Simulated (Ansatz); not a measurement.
Born–Oppenheimer molecular dynamics of a periodic cell of 16 atoms, Mo (start crystal Mo, start structure bcc, volume 1.1 times the crystal's). It starts from a structure without forces on its atoms.

Theory: DFT LDA, scalar-relativistic, plane waves, PAW (Ansatz). Settings: accuracy low, cutoff 420 eV, k mesh 2x2x2, fermi-dirac smearing 0.36 eV, no spin polarisation.

| Quantity | Value |
| --- | --- |
| ensemble | NVT, Langevin thermostat |
| time step | 2.25 fs |
| steps asked | 120 |
| set temperature | 4200 K |
| friction | 0.02 /fs |
| seed | 579858 |

First frame:

```xyz
16
Lattice="6.5034 0.0000 0.0000 0.0000 6.5034 0.0000 0.0000 0.0000 6.5034" Properties=species:S:1:pos:R:3
Mo 0.000 0.000 0.000
Mo 3.252 0.000 0.000
Mo 0.000 3.252 0.000
Mo 0.000 0.000 3.252
Mo 1.626 1.626 1.626
Mo 3.252 3.252 0.000
Mo 3.252 0.000 3.252
Mo 4.878 1.626 1.626
Mo 0.000 3.252 3.252
Mo 1.626 4.878 1.626
Mo 1.626 1.626 4.878
Mo 3.252 3.252 3.252
Mo 4.878 4.878 1.626
Mo 4.878 1.626 4.878
Mo 1.626 4.878 4.878
Mo 4.878 4.878 4.878
```

Problem. What does the run give?

Solution. The run went to its last step.

```yaml
steps_done: 120
time_covered: 270 fs
mean_temperature_over_the_second_half: 4476 K
spread_of_the_potential_energy_over_the_second_half: 144.6 meV per atom
mean_potential_energy_of_the_second_half_above_the_start: 609.8 meV per atom
```

A run of 0.27 ps of so small a system gives no equilibrium averages. Limits of this set-up: coarse k mesh, low accuracy level.

Problem. What happens to the structure?

Solution. Mean squared displacements from the first frame to the last, about the centre of mass: Mo 0.15 Å². The details hang on the random start.

Problem. How do temperature and energy run in time?

Solution. 
```csv
time (fs),T (K),potential energy less start (eV)
0.0,3938,0.000
9.0,2952,0.409
18.0,3283,1.359
27.0,3252,2.926
36.0,2869,4.473
45.0,1563,5.264
54.0,2372,5.461
63.0,2467,5.275
72.0,3406,4.943
81.0,3775,4.942
90.0,3272,5.377
99.0,3674,5.609
108.0,4288,6.095
117.0,4213,6.674
126.0,3330,7.392
135.0,3979,7.922
144.0,4788,8.536
153.0,4217,9.245
162.0,3693,10.442
171.0,4312,11.832
180.0,2866,13.107
189.0,3354,13.489
198.0,3286,12.899
207.0,4320,11.544
216.0,4980,10.090
225.0,5246,9.190
234.0,5311,8.780
243.0,5995,7.770
252.0,5872,6.594
261.0,5025,6.201
270.0,3351,6.574
```

Run time: 16 min on 2 threads of Arm Neoverse V1, with other jobs on the host, peak memory 1.1 GiB.
